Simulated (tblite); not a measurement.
# C6H12O2P: the cost of one run

Computed with tblite 0.8.0 and PySCF 2.14.0, with density-fitted response routines of our own, on a single molecule in the gas phase. Atoms count from 0, in the outputs and in this text.

## (1) The molecule as given

21 atoms, charge -1, multiplicity 1; geometry from: force field or distance geometry start.

Bonds of the start (Å): C0–C1 1.34, C1–P2 1.77, P2–O3 1.51, P2–O4 1.67, P2–C5 1.83, C5–C6 1.50, C5–C7 1.50, C7–C8 1.51, C0–H9 1.07, C0–H10 1.08, C1–H11 1.10, C5–H12 1.12, C6–H13 1.12, C6–H14 1.10, C6–H15 1.12, C7–H16 1.11, C7–H17 1.10, C8–H18 1.13, C8–H19 1.11, C8–H20 1.10.

## (2) Optimising the geometry with GFN2-xTB

Job settings and geometry (Å):

```
{"job": {"kind": "relax", "xc": "GFN2-xTB", "basis": "xTB"}, "charge": -1, "multiplicity": 1}
C      3.447800    -0.353000     0.522700
C      2.449700    -0.123800    -0.345800
P      1.108800     0.957500     0.044200
O      1.046700     1.114800     1.546900
O      1.259100     2.478600    -0.623200
C     -0.509000     0.283900    -0.486600
C     -0.434300    -1.128500    -0.973300
C     -1.441700     0.522200     0.667400
C     -2.844400     0.016200     0.420600
H      4.216900    -1.028200     0.214400
H      3.499400     0.099700     1.504200
H      2.480700    -0.641700    -1.310200
H     -0.803100     0.906000    -1.367500
H      0.540500    -1.382700    -1.471000
H     -0.663200    -1.865500    -0.192600
H     -1.205000    -1.269900    -1.771700
H     -0.999200     0.093300     1.586200
H     -1.505200     1.612300     0.815800
H     -3.435800     0.780900    -0.158200
H     -3.335700    -0.075300     1.415700
H     -2.882100    -0.979600    -0.038400
```

On the command line:

```console
$ OMP_NUM_THREADS=1 python probes_run.py task.json out
```

One launch serves the whole session: the jobs run in the order shown.

Q: Estimate the wall time of this first job on 1 thread of Intel Xeon Platinum 8259CL at 2.50GHz, shared host.

About 2.3 s.
